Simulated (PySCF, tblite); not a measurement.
**CH₆F₂GeSi, a small molecule taken as a stand-in for a surface group: NMR shifts, core binding energies and electronic excitations**

Wanted: the NMR shifts, core binding energies and electronic excitations for `[CH3][Ge]([F])([F])[SiH3]`.

Programs: tblite 0.8.0 and PySCF 2.14.0. All values are calculated, for the isolated system unless a continuum is named. Atoms count from 0, parts from 1.

### 1 The system as given

11 atoms, charge 0, multiplicity 1; geometry: distance geometry start.

### 2 Relaxing the cluster with GFN2-xTB

What the job is given:

```
{"job": {"kind": "relax", "xc": "GFN2-xTB", "basis": "xTB"}, "charge": 0, "multiplicity": 1}
Ge    -0.214563     0.884234     0.102496
Si     1.722773    -0.354034     0.056723
F     -0.387484     1.788668     1.632448
F     -0.282732     1.981484    -1.275139
C     -1.630118    -0.407887    -0.137015
H      1.858289    -0.945617    -1.289525
H      2.868266     0.483198     0.426655
H      1.640201    -1.478587     0.976188
H     -1.458039    -0.879793    -1.101637
H     -1.470877    -1.174882     0.659540
H     -2.631850     0.076176    -0.026462
```

Level: GFN2-xTB geometry optimisation, gas phase.

Command:

```console
> OMP_NUM_THREADS=1 python cluster_run.py task.json out
```

One launch serves the whole session: the jobs run in the order shown.

Output:

```text
step      E/eV     max force
  0    -501.10567    1.404
  1    -501.17666    0.895
  2    -501.23154    0.635
  3    -501.26814    0.654
  4    -501.31622    0.528
  5    -501.33397    0.369
  6    -501.34856    0.385
  7    -501.36443    0.406
  8    -501.38058    0.398
  9    -501.39808    0.420
 10    -501.41674    0.339
 11    -501.42996    0.279
 12    -501.43656    0.201
 13    -501.44051    0.172
 14    -501.44404    0.159
 15    -501.44775    0.174
 16    -501.45155    0.178
 17    -501.45509    0.205
 18    -501.45879    0.245
 19    -501.46330    0.260
 20    -501.46882    0.262
 21    -501.47440    0.255
 22    -501.47979    0.232
 23    -501.48620    0.255
 24    -501.49448    0.265
 25    -501.50430    0.289
 26    -501.51368    0.334
 27    -501.52069    0.259
 28    -501.52516    0.165
 29    -501.52835    0.153
 30    -501.53135    0.137
 31    -501.53482    0.154
 32    -501.53850    0.155
 33    -501.54164    0.190
 34    -501.54384    0.161
 35    -501.54704    0.156
 36    -501.54983    0.136
 37    -501.55257    0.120
 38    -501.55441    0.118
 39    -501.55558    0.070
 40    -501.55597    0.045
 41    -501.55623    0.039
 42    -501.55646    0.046
 43    -501.55678    0.049
 44    -501.55702    0.035
 45    -501.55714    0.025
 46    -501.55719    0.021
 47    -501.55723    0.015
 48    -501.55726    0.014
 49    -501.55728    0.011
 50    -501.55729    0.008
 51    -501.55730    0.008
 52    -501.55731    0.009
 53    -501.55733    0.015
 54    -501.55735    0.020
 55    -501.55737    0.019
 56    -501.55739    0.012
 57    -501.55740    0.006
```

Wall time 0.82 s (1 thread of Intel Xeon Platinum 8488C, shared host).

The steps of the relaxation:

| step | energy from step 0 (eV) | largest force (eV/Å) |
| --- | --- | --- |
| 0 | 0.0000 | 1.4042 |
| 2 | -0.1259 | 0.6354 |
| 4 | -0.2106 | 0.5280 |
| 6 | -0.2429 | 0.3846 |
| 8 | -0.2749 | 0.3975 |
| 10 | -0.3111 | 0.3391 |
| 12 | -0.3309 | 0.2017 |
| 14 | -0.3384 | 0.1589 |
| 16 | -0.3459 | 0.1777 |
| 18 | -0.3531 | 0.2455 |
| 20 | -0.3632 | 0.2619 |
| 22 | -0.3741 | 0.2317 |
| 24 | -0.3888 | 0.2651 |
| 26 | -0.4080 | 0.3334 |
| 28 | -0.4195 | 0.1646 |
| 30 | -0.4257 | 0.1368 |
| 32 | -0.4328 | 0.1551 |
| 34 | -0.4382 | 0.1614 |
| 36 | -0.4442 | 0.1358 |
| 38 | -0.4487 | 0.1182 |
| 40 | -0.4503 | 0.0445 |
| 42 | -0.4508 | 0.0451 |
| 44 | -0.4514 | 0.0352 |
| 46 | -0.4515 | 0.0209 |
| 48 | -0.4516 | 0.0135 |
| 50 | -0.4516 | 0.0078 |
| 52 | -0.4516 | 0.0097 |
| 54 | -0.4517 | 0.0200 |
| 56 | -0.4517 | 0.0122 |
| 57 | -0.4517 | 0.0057 |

Distances of close pairs at the start and the end, largest changes first:

| bond | before (Å) | after (Å) | change (Å) |
| --- | --- | --- | --- |
| Ge0–Si1 | 2.300 | 2.394 | +0.094 |
| Ge0–C4 | 1.932 | 2.004 | +0.072 |
| C4–H9 | 1.117 | 1.085 | -0.032 |
| C4–H10 | 1.118 | 1.087 | -0.031 |
| Ge0–F3 | 1.763 | 1.793 | +0.030 |
| Si1–H5 | 1.477 | 1.462 | -0.014 |
| Si1–H7 | 1.455 | 1.463 | +0.008 |
| Ge0–F2 | 1.786 | 1.794 | +0.008 |

### 3 Optimising the geometry at PBE0-D3(BJ)/def2-SVP

What the job is given:

```
{"job": {"xc": "PBE0", "basis": "def2-SVP", "d3": "d3bj", "grid": 2, "kind": "geom", "shake": 0.01}, "charge": 0, "multiplicity": 1}
Ge    -0.138355     0.421918     0.037885
Si     2.100016    -0.333989     0.059851
F     -0.367402     1.456949     1.493993
F     -0.200230     1.756624    -1.194781
C     -1.988039    -0.366164    -0.141201
H      2.412297    -0.842784    -1.272012
H      3.002583     0.768931     0.427899
H      2.189703    -1.407544     1.037484
H     -2.109933    -0.821601    -1.082970
H     -2.149402    -1.100925     0.657613
H     -2.718551     0.440084    -0.013460
```

Output:

```text
step   0  E = -2606.81026988  max force = 0.051480
step   1  E = -2606.82194487  max force = 0.014276
step   2  E = -2606.82366436  max force = 0.010269
step   3  E = -2606.82395928  max force = 0.004135
step   4  E = -2606.82412155  max force = 0.001470
step   5  E = -2606.82415882  max force = 0.001618
step   6  E = -2606.82418637  max force = 0.000459
step   7  E = -2606.82419106  max force = 0.000219
optimisation converged
```

It took 55 s on 1 thread of Intel Xeon Platinum 8488C, shared host; peak memory 0.63 GiB.

The steps of the relaxation:

| step | energy from step 0 (eV) | largest force component (eV/Å) |
| --- | --- | --- |
| 0 | 0.0000 | 2.6472 |
| 1 | -0.3177 | 0.7341 |
| 2 | -0.3645 | 0.5281 |
| 3 | -0.3725 | 0.2126 |
| 4 | -0.3769 | 0.0756 |
| 5 | -0.3779 | 0.0832 |
| 6 | -0.3787 | 0.0236 |
| 7 | -0.3788 | 0.0113 |

Close pairs (by a distance rule), those that changed most:

| bond | before (Å) | after (Å) | change (Å) |
| --- | --- | --- | --- |
| Ge0–C4 | 2.019 | 1.930 | -0.089 |
| Ge0–F3 | 1.818 | 1.743 | -0.075 |
| Ge0–F2 | 1.801 | 1.743 | -0.058 |
| C4–H8 | 1.053 | 1.099 | +0.046 |
| Si1–H7 | 1.455 | 1.493 | +0.038 |
| Si1–H5 | 1.460 | 1.493 | +0.033 |
| Ge0–Si1 | 2.363 | 2.383 | +0.021 |
| Si1–H6 | 1.472 | 1.490 | +0.018 |

The end geometry stands in the next job.

| at the end point | value |
| --- | --- |
| point group (found at 0.08 Å tolerance) | C1 |
| rotational constants (GHz, main isotopes) | 3.241, 1.816, 1.785 |
| dipole moment (D) | 3.17 |

### 4 Shielding tensors: PBE0/pcSseg-2

What the job is given:

```
{"job": {"kind": "nmr", "xc": "PBE0", "basis": "pcSseg-2"}, "charge": 0, "multiplicity": 1}
Ge    -0.213841     0.662618     0.065452
Si     1.942949    -0.351694     0.060208
F     -0.366199     1.582919     1.537665
F     -0.223046     1.886451    -1.175470
C     -1.825417    -0.380279    -0.133954
H      2.197011    -0.932221    -1.291267
H      2.968705     0.680125     0.382558
H      1.965594    -1.440306     1.081834
H     -1.834760    -0.873869    -1.116198
H     -1.879839    -1.145121     0.653918
H     -2.698594     0.282865    -0.054365
```

Method: GIAO PBE0/pcSseg-2 NMR shielding, non-relativistic, gas phase.

Output:

```text
coarse grid: 44440 points
cycle   1  E = -2607.3496172837  dE = -6.016e-01  |g| = 1.344e+00  |ddm| = 2.326e+00
cycle   2  E = -2607.0200646481  dE =  3.296e-01  |g| = 2.063e+00  |ddm| = 1.202e+00
cycle   3  E = -2607.5169285468  dE = -4.969e-01  |g| = 2.247e-01  |ddm| = 8.375e-01
cycle   4  E = -2607.5235452226  dE = -6.617e-03  |g| = 1.002e-01  |ddm| = 1.278e-01
cycle   5  E = -2607.5248285877  dE = -1.283e-03  |g| = 5.784e-03  |ddm| = 4.243e-02
cycle   6  E = -2607.5248338831  dE = -5.295e-06  |g| = 1.464e-03  |ddm| = 5.229e-03
final grid: 91616 points
cycle   7  E = -2607.5246807313  dE = -5.851e-07  |g| = 1.425e-03  |ddm| = 3.096e-03
cycle   8  E = -2607.5246805726  dE =  1.587e-07  |g| = 1.713e-03  |ddm| = 2.295e-03
cycle   9  E = -2607.5246812345  dE = -6.619e-07  |g| = 2.556e-04  |ddm| = 1.134e-03
cycle  10  E = -2607.5246812470  dE = -1.252e-08  |g| = 4.918e-05  |ddm| = 1.574e-04
cycle  11  E = -2607.5246812474  dE = -3.783e-10  |g| = 1.206e-05  |ddm| = 2.762e-05
converged SCF energy = -2607.5246812474

GIAO shielding tensors (ppm)
atom      isotropic    diamagn.    paramagn.     s11        s22        s33       span
  0 Ge    1212.631    2757.430   -1544.800   1083.612   1159.430   1394.850    311.238
  1 Si     450.083     879.358    -429.275    448.142    448.931    453.175      5.034
  2 F      334.072     470.428    -136.355    239.163    358.310    404.744    165.582
  3 F      334.427     470.431    -136.004    236.475    357.995    408.810    172.335
  4 C      179.369     242.445     -63.077    167.749    174.905    195.452     27.703
  5 H       27.589      28.569      -0.980     24.281     25.614     32.873      8.592
  6 H       27.444      28.034      -0.590     24.013     25.427     32.893      8.880
  7 H       27.615      28.657      -1.042     24.281     25.690     32.875      8.594
  8 H       30.658      29.325       1.332     26.205     27.954     37.814     11.610
  9 H       30.671      29.406       1.265     26.200     28.004     37.809     11.609
 10 H       30.282      27.876       2.406     25.542     27.516     37.788     12.246
```

It took 43 s on 1 thread of Intel Xeon Platinum 8488C, shared host; peak memory 1.2 GiB.

The references, computed at this level on geometries of the same kind, shield at (ppm): ¹H TMS 31.25, ¹³C TMS 184.1, ²⁹Si TMS 341.3, ¹⁹F CFCl3 175.8, ⁷³Ge GeMe4 1337. Their shielding less the atom's gives the shift. The references are single molecules in the gas phase, so shifts against H2O, NH3, PH3, H3PO4 or CFCl3 are not on the usual liquid scales and can be off by tens of ppm.

| atoms | environment | σ (ppm) | δ (ppm) |
| --- | --- | --- | --- |
| C4 | carbon bonded to Ge, 3 H | 179.4 | 4.8 |
| H6 | hydrogen on a silicon bonded to Ge | 27.44 | 3.80 |
| H5 | hydrogen on a silicon bonded to Ge | 27.59 | 3.66 |
| H7 | hydrogen on a silicon bonded to Ge | 27.62 | 3.63 |
| H10 | hydrogen on a carbon bonded to Ge | 30.28 | 0.96 |
| H8 | hydrogen on a carbon bonded to Ge | 30.66 | 0.59 |
| H9 | hydrogen on a carbon bonded to Ge | 30.67 | 0.57 |
| Ge0 | germanium bonded to C, 2 F, Si | 1213 | 125 |
| Si1 | silicon bonded to Ge, 3 H | 450.1 | -108.8 |
| F2 | fluorine bonded to Ge | 334.1 | -158.3 |
| F3 | fluorine bonded to Ge | 334.4 | -158.6 |

The run also stored atomic charges by several schemes (e):

| atoms | Mulliken | IAO | Hirshfeld | ESP fit |
| --- | --- | --- | --- | --- |
| Ge0 | 0.70 | 1.25 | 0.49 | 0.85 |
| Si1 | 0.45 | 0.28 | 0.24 | -0.02 |
| F2 | -0.44 | -0.54 | -0.26 | -0.36 |
| F3 | -0.44 | -0.54 | -0.26 | -0.36 |
| C4 | -0.15 | -0.72 | -0.21 | -0.71 |

Mayer bond orders: Ge0–Si1 0.91, Ge0–F2 0.86, Ge0–F3 0.86, Ge0–C4 0.96.

### 5 Core-electron binding energies: SCAN, X2C

Settings changed since step 4:

```diff
@@ -1,2 +1,2 @@
-{"job": {"kind": "nmr", "xc": "PBE0", "basis": "pcSseg-2"}, "charge": 0, "multiplicity": 1}
+{"job": {"kind": "xps", "holes": 5}, "charge": 0, "multiplicity": 1}
 Ge    -0.213841     0.662618     0.065452
```

Method: delta-SCF UKS SCAN, pcX-2 on the ionised atom, pcseg-1 elsewhere, spin-free X2C.

Output:

```text
ground state, core basis on atom 1 (Si), 159 functions
  cycle   1  E = -2625.53164374  |g| = 8.07e-01
  cycle   2  E = -2625.14120888  |g| = 1.70e+00
  cycle   3  E = -2625.64811328  |g| = 1.67e-01
  cycle   4  E = -2625.65437237  |g| = 5.85e-02
  cycle   5  E = -2625.65527118  |g| = 1.18e-02
  cycle   6  E = -2625.65531903  |g| = 3.32e-03
  cycle   7  E = -2625.65532240  |g| = 6.02e-04
  cycle   8  E = -2625.65531930  |g| = 4.22e-04
  E(ground) = -2625.76748716 Eh
hole in Si 2p of atom 1
  cycle   1  E = -2621.36493610  |g| = 1.23e+00
  cycle   2  E = -2621.24494634  |g| = 1.08e+00
  cycle   3  E = -2621.63520493  |g| = 3.55e-01
  cycle   4  E = -2621.68705709  |g| = 1.52e-01
  cycle   5  E = -2621.69316301  |g| = 5.54e-02
  cycle   6  E = -2621.69463316  |g| = 1.89e-02
  cycle   7  E = -2621.69481561  |g| = 3.93e-03
  cycle   8  E = -2621.69482308  |g| = 9.18e-04
  cycle   9  E = -2621.69482577  |g| = 2.82e-04
  E(ion) = -2621.81889651 Eh   <S^2> = 0.7533   hole on atom = 1.002   binding energy = 107.447 eV
  2p3/2 = 107.224 eV   2p1/2 = 107.847 eV
ground state, core basis on atom 2 (F), 148 functions
  cycle   1  E = -2625.60729356  |g| = 1.23e-01
  cycle   2  E = -2625.60635017  |g| = 9.72e-02
  cycle   3  E = -2625.60678864  |g| = 8.01e-02
  cycle   4  E = -2625.60768437  |g| = 6.97e-03
  cycle   5  E = -2625.60770000  |g| = 2.15e-03
  cycle   6  E = -2625.60769858  |g| = 3.55e-04
  E(ground) = -2625.76445807 Eh
hole in F 1s of atom 2
  cycle   1  E = -2599.28632502  |g| = 2.59e+00
  cycle   2  E = -2599.21849684  |g| = 2.15e+00
  cycle   3  E = -2600.15046532  |g| = 3.76e-01
  cycle   4  E = -2600.13071774  |g| = 4.39e-01
  cycle   5  E = -2600.19842297  |g| = 6.54e-02
  cycle   6  E = -2600.20004089  |g| = 2.64e-02
  cycle   7  E = -2600.20043171  |g| = 6.95e-03
  cycle   8  E = -2600.20046001  |g| = 1.86e-03
  cycle   9  E = -2600.20046425  |g| = 4.79e-04
  E(ion) = -2600.36466165 Eh   <S^2> = 0.7571   hole on atom = 1.000   binding energy = 691.164 eV
ground state, core basis on atom 3 (F), 148 functions
  cycle   1  E = -2625.60700108  |g| = 1.52e-01
  cycle   2  E = -2625.60165223  |g| = 2.09e-01
  cycle   3  E = -2625.60805795  |g| = 5.87e-02
  cycle   4  E = -2625.60858399  |g| = 1.16e-02
  cycle   5  E = -2625.60860591  |g| = 2.39e-03
  cycle   6  E = -2625.60861039  |g| = 4.78e-04
  E(ground) = -2625.76476731 Eh
hole in F 1s of atom 3
  cycle   1  E = -2599.28720114  |g| = 2.59e+00
  cycle   2  E = -2599.21854062  |g| = 2.15e+00
  cycle   3  E = -2600.15172783  |g| = 3.75e-01
  cycle   4  E = -2600.13258115  |g| = 4.36e-01
  cycle   5  E = -2600.19938627  |g| = 6.64e-02
  cycle   6  E = -2600.20107566  |g| = 2.65e-02
  cycle   7  E = -2600.20146057  |g| = 7.14e-03
  cycle   8  E = -2600.20148788  |g| = 1.87e-03
  cycle   9  E = -2600.20149369  |g| = 4.74e-04
  E(ion) = -2600.36496532 Eh   <S^2> = 0.7570   hole on atom = 1.000   binding energy = 691.164 eV
ground state, core basis on atom 4 (C), 148 functions
  cycle   1  E = -2625.56351499  |g| = 1.02e-01
  cycle   2  E = -2625.56019356  |g| = 1.65e-01
  cycle   3  E = -2625.56456501  |g| = 2.24e-02
  cycle   4  E = -2625.56463315  |g| = 1.07e-02
  cycle   5  E = -2625.56465343  |g| = 1.80e-03
  cycle   6  E = -2625.56465938  |g| = 6.27e-04
  cycle   7  E = -2625.56465767  |g| = 7.48e-05
  E(ground) = -2625.71877233 Eh
hole in C 1s of atom 4
  cycle   1  E = -2614.29998198  |g| = 1.50e+00
  cycle   2  E = -2613.63946553  |g| = 1.79e+00
  cycle   3  E = -2614.81489058  |g| = 3.90e-01
  cycle   4  E = -2614.83798013  |g| = 3.31e-01
  cycle   5  E = -2614.87416273  |g| = 5.55e-02
  cycle   6  E = -2614.87526116  |g| = 1.12e-02
  cycle   7  E = -2614.87533811  |g| = 4.31e-03
  cycle   8  E = -2614.87535621  |g| = 1.07e-03
  cycle   9  E = -2614.87535878  |g| = 7.51e-04
  cycle  10  E = -2614.87535538  |g| = 6.42e-04
  cycle  11  E = -2614.87535419  |g| = 1.40e-04
  E(ion) = -2615.02891959 Eh   <S^2> = 0.7686   hole on atom = 1.000   binding energy = 290.886 eV
```

Wall time 18 s (1 thread of Intel Xeon Platinum 8488C, shared host); peak memory 0.53 GiB.

Binding energies by hole, beside the orbital energy of the ground state; the difference holds orbital relaxation and, for a density functional, its self-interaction error:

| hole | stands for | environment | ΔSCF (eV; 2p as the shell's mean) | −ε (eV) | ⟨S²⟩ |
| --- | --- | --- | --- | --- | --- |
| Si2p on Si1 | Si1 | silicon bonded to Ge, 3 H | 107.43 | 96.8 | 0.753 |
| F1s on F2 | F2 | fluorine bonded to Ge | 691.16 | 665.8 | 0.757 |
| F1s on F3 | F3 | fluorine bonded to Ge | 691.16 | 665.8 | 0.757 |
| C1s on C4 | C4 | carbon bonded to Ge, 3 H | 290.89 | 274.2 | 0.769 |

With the spin-orbit splitting: Si1 2p3/2 107.22, 2p1/2 107.85 eV. The table gives each 2p level as the mean over the whole 2p shell (two parts 2p3/2, one part 2p1/2), which differs a little from the single hole in the log.

### 6 Ultraviolet spectrum: CAM-B3LYP/def2-SVPD

Settings changed since step 5:

```diff
@@ -1,2 +1,2 @@
-{"job": {"kind": "xps", "holes": 5}, "charge": 0, "multiplicity": 1}
+{"job": {"kind": "uv", "xc": "CAM-B3LYP", "basis": "def2-SVPD", "nstates": 6, "ntriplets": 2, "ip": true}, "charge": 0, "multiplicity": 1}
 Ge    -0.213841     0.662618     0.065452
```

Method: TDDFT CAM-B3LYP/def2-SVPD, vertical, gas phase, core orbitals frozen in the response.

Output:

```text
coarse grid: 44440 points
cycle   1  E = -2607.3883479750  dE = -5.739e-01  |g| = 8.786e-01  |ddm| = 3.782e+00
cycle   2  E = -2607.2719444557  dE =  1.164e-01  |g| = 1.290e+00  |ddm| = 2.064e+00
cycle   3  E = -2607.5216875992  dE = -2.497e-01  |g| = 7.808e-02  |ddm| = 1.030e+00
cycle   4  E = -2607.5226735425  dE = -9.859e-04  |g| = 3.539e-02  |ddm| = 1.366e-01
cycle   5  E = -2607.5228996966  dE = -2.262e-04  |g| = 4.097e-03  |ddm| = 3.939e-02
cycle   6  E = -2607.5229046272  dE = -4.931e-06  |g| = 7.045e-04  |ddm| = 1.032e-02
final grid: 91616 points
cycle   7  E = -2607.5229538797  dE = -2.876e-07  |g| = 4.765e-04  |ddm| = 3.030e-03
cycle   8  E = -2607.5229538925  dE = -1.273e-08  |g| = 5.085e-04  |ddm| = 9.781e-04
cycle   9  E = -2607.5229539319  dE = -3.945e-08  |g| = 7.999e-05  |ddm| = 3.918e-04
cycle  10  E = -2607.5229539335  dE = -1.610e-09  |g| = 1.688e-05  |ddm| = 1.268e-04
cycle  11  E = -2607.5229539337  dE = -1.537e-10  |g| = 5.875e-06  |ddm| = 5.239e-05
converged SCF energy = -2607.5229539337

Static polarisability (au): isotropic 71.416, principal 62.530 66.084 85.635

Singlet excitations
state   eV       nm        f      main configurations
  1   7.0191    176.6   0.01913   H->L+1 0.76, H->L+2 0.12
  2   7.1723    172.9   0.03770   H->L+2 0.73, H->L 0.18
  3   7.7062    160.9   0.33496   H->L 0.70, H->L+1 0.15, H->L+2 0.10
  4   8.1972    151.3   0.37307   H->L+3 0.86
  5   8.7007    142.5   0.00106   H->L+5 0.87
  6   8.8125    140.7   0.02029   H->L+4 0.81

Triplet excitations (Tamm-Dancoff, eV): 6.2875 6.4147
Vertical ionisation energy (delta-SCF) = 10.6809 eV
```

Run time: 36 s. Hardware: 1 thread of Intel Xeon Platinum 8488C, shared host; peak memory 0.93 GiB.

Frontier orbitals and where they lie:

| orbital | eV | atoms |
| --- | --- | --- |
| HOMO−3 | -12.04 | F2 18 %, F3 17 %, Si1 16 % |
| HOMO−2 | -11.84 | Si1 43 %, H5 27 %, H7 22 % |
| HOMO−1 | -11.76 | Si1 33 %, H6 21 %, H7 11 % |
| HOMO | -9.85 | Si1 26 %, Ge0 24 %, C4 18 % |
| LUMO | 0.58 | Si1 33 %, Ge0 16 %, C4 14 % |
| LUMO+1 | 0.68 | Si1 32 %, Ge0 27 %, H5 12 % |
| LUMO+2 | 0.75 | Si1 32 %, Ge0 26 %, H7 12 % |

With each of the 6 states as a Gaussian band of 0.4 eV half-width at 1/e, the curve within the window shown has maxima at 155 nm (ε 20,000) L/(mol cm). Beyond the last state computed it falls off for lack of states. The curve at chosen wavelengths:

```json
{"nm": "136", "ε (L/mol/cm)": "563"}
{"nm": "138", "ε (L/mol/cm)": "1042"}
{"nm": "141", "ε (L/mol/cm)": "2555"}
{"nm": "143", "ε (L/mol/cm)": "4615"}
{"nm": "145", "ε (L/mol/cm)": "7756"}
{"nm": "147", "ε (L/mol/cm)": "11605"}
{"nm": "150", "ε (L/mol/cm)": "16811"}
{"nm": "152", "ε (L/mol/cm)": "18873"}
{"nm": "154", "ε (L/mol/cm)": "19717"}
{"nm": "157", "ε (L/mol/cm)": "19454"}
{"nm": "159", "ε (L/mol/cm)": "18559"}
{"nm": "161", "ε (L/mol/cm)": "17055"}
{"nm": "163", "ε (L/mol/cm)": "14938"}
{"nm": "166", "ε (L/mol/cm)": "11111"}
{"nm": "168", "ε (L/mol/cm)": "8648"}
{"nm": "170", "ε (L/mol/cm)": "6585"}
{"nm": "172", "ε (L/mol/cm)": "5008"}
{"nm": "175", "ε (L/mol/cm)": "3405"}
{"nm": "177", "ε (L/mol/cm)": "2663"}
{"nm": "179", "ε (L/mol/cm)": "2069"}
{"nm": "182", "ε (L/mol/cm)": "1352"}
{"nm": "184", "ε (L/mol/cm)": "972"}
{"nm": "186", "ε (L/mol/cm)": "670"}
{"nm": "188", "ε (L/mol/cm)": "442"}
{"nm": "191", "ε (L/mol/cm)": "218"}
{"nm": "193", "ε (L/mol/cm)": "129"}
```

Further results of this job:

| property | computed |
| --- | --- |
| dipole moment (D) | 3.51 |
| polarisability (Å³) | 10.58 |
| HOMO–LUMO gap (eV) | 10.43 |
| −ε(HOMO) (eV) | 9.85 |

### 7 What came out

| quantity | value |
| --- | --- |
| point group | C1 |
| rotational constants (main isotopes) | 3.24, 1.82, 1.79 GHz |
| ¹³C shifts against TMS (PBE0/pcSseg-2) | 4.8 ppm |
| ¹H shifts against TMS (PBE0/pcSseg-2) | 3.80, 3.66, 3.63, 0.96, 0.59, 0.57 ppm |
| ⁷³Ge shifts against GeMe4 (PBE0/pcSseg-2) | 125 ppm |
| ²⁹Si shifts against TMS (PBE0/pcSseg-2) | -108.8 ppm |
| ¹⁹F shifts against CFCl3 (PBE0/pcSseg-2) | -158.3, -158.6 ppm |
| F1s binding energies, SCAN/pcX-2 | F3 691.16, F2 691.16 eV |
| Si2p binding energies, SCAN/pcX-2 | Si1 107.43 eV |
| C1s binding energies, SCAN/pcX-2 | C4 290.89 eV |
| lowest singlet (CAM-B3LYP/def2-SVPD) | 7.02 eV (177 nm), f = 0.019 |
| brightest single state of those computed | state 4, 8.20 eV, f = 0.373 |
| lowest triplet | 6.29 eV |
| vertical ionisation energy (ΔSCF) | 10.68 eV |

**Reading.** The optimisation took 7 steps and gained 0.379 eV; among the close pairs (by a distance rule), Ge0–C4 changed most, from 2.019 to 1.930 Å (PBE0/def2-SVP). At PBE0/pcSseg-2: The widest tensor belongs to Ge0: span 311 ppm, with a paramagnetic part of -1545 ppm. The F1s levels computed lie within 0.00 eV of one another, too close to rank. The lowest singlet, at 7.02 eV, is HOMO→LUMO+1 0.76, HOMO→LUMO+2 0.12 and is weak; of the 6 states computed, the strongest absorption comes from state 4 at 8.20 eV. The lowest triplet lies 0.73 eV below the lowest singlet (triplets in Tamm-Dancoff, singlets in full TDDFT). ΔSCF puts the ionisation energy at 10.68 eV, 0.83 eV above −ε(HOMO). Spin-orbit coupling is left out, which matters for shieldings and couplings at and beside the heavy atoms. A capped cluster stands for the solid here, so long-range fields and strain are missing, and bands or shifts of the capping hydrogens have no counterpart in it.
